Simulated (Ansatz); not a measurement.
## BrLi: a scan of the bond length, step by step

Computed with Ansatz 0.2.0, Python API.

The cells in order, each with its output:

```python
import ansatz
from ase.data import atomic_masses, atomic_numbers
import numpy as np
```

```python
params = {
    "basis": "def2-SVP",
    "functional": "pbe",
}
```

```python
geometry_ang = [
    ("Li", (-0.9787, 0.3004, -0.5114)),
    ("Br", (1.0081, -0.3606, 0.5154)),
]
mol = ansatz.Crystal.molecule()
for symbol, xyz in geometry_ang:
    mol = mol.atom(symbol, xyz)
```

```python
symbols = [site.symbol for site in mol.cartesian_sites]
start = np.array([site.position_ang for site in mol.cartesian_sites])
axis = (start[1] - start[0]) / np.linalg.norm(start[1] - start[0])
moving = [1]
lengths, energies = [2.052, 2.146, 2.239, 2.332, 2.425, 2.519, 2.612, 2.752], []
for length in lengths:
    xyz = start.copy()
    xyz[moving] += (length - np.linalg.norm(start[1] - start[0])) * axis
    point = ansatz.Crystal.molecule()
    for symbol, place in zip(symbols, xyz):
        point = point.atom(symbol, place.tolist())
    calculation = (
        point.calculation()
        .basis(gaussian=params["basis"])
        .functional(params["functional"])
    )
    summary = calculation.run(threads=1).report
    energies.append(summary["free_energy_ev"])
    print(f"r = {length:6.3f} A  E = {energies[-1]:.5f} eV  <S^2> = {abs(summary['mean_field']['state']['spin_squared']):.3f}")
```

    r =  2.052 A  E = -70233.03172 eV  <S^2> = 0.000
    r =  2.146 A  E = -70233.08874 eV  <S^2> = 0.000
    r =  2.239 A  E = -70233.07134 eV  <S^2> = 0.000
    r =  2.332 A  E = -70233.00288 eV  <S^2> = 0.000
    r =  2.425 A  E = -70232.89939 eV  <S^2> = 0.000
    r =  2.519 A  E = -70232.77094 eV  <S^2> = 0.000
    r =  2.612 A  E = -70232.62866 eV  <S^2> = 0.000
    r =  2.752 A  E = -70232.39881 eV  <S^2> = 0.000

```python
fit = np.polynomial.Polynomial.fit(lengths, np.array(energies) - min(energies), 4).convert()
roots = [r.real for r in fit.deriv().roots() if abs(r.imag) < 1e-9 and fit.deriv(2)(r.real) > 0]
r_e = min(roots, key=lambda r: abs(r - lengths[int(np.argmin(energies))]))
print(f"minimum of the fit at {r_e:.4f} A, force constant {fit.deriv(2)(r_e):.2f} eV/A^2")
m1, m2 = (atomic_masses[atomic_numbers[s]] for s in symbols)
mu = m1 * m2 / (m1 + m2)
print(f"harmonic wavenumber {521.4709 * np.sqrt(fit.deriv(2)(r_e) / mu):.0f} 1/cm, rotational constant {16.857629 / (mu * r_e ** 2):.4f} 1/cm")
```

    minimum of the fit at 2.1671 A, force constant 7.72 eV/A^2
    harmonic wavenumber 573 1/cm, rotational constant 0.5621 1/cm

The lowest point is at 2.146 Å. At the shortest distance (2.05 Å) the energy is 0.06 eV higher, at the longest (2.75 Å) 0.69 eV.

What to keep in mind:
- Total energies depend on the basis set; only differences at equal settings carry meaning.
- The basis set is modest, and single-reference methods fail as a bond breaks.
- The orbitals are restricted, so S² is zero by construction.
- It ran for 4.4 s on 1 thread of Arm Neoverse V1, with other jobs on the host, peak memory 0.16 GiB.
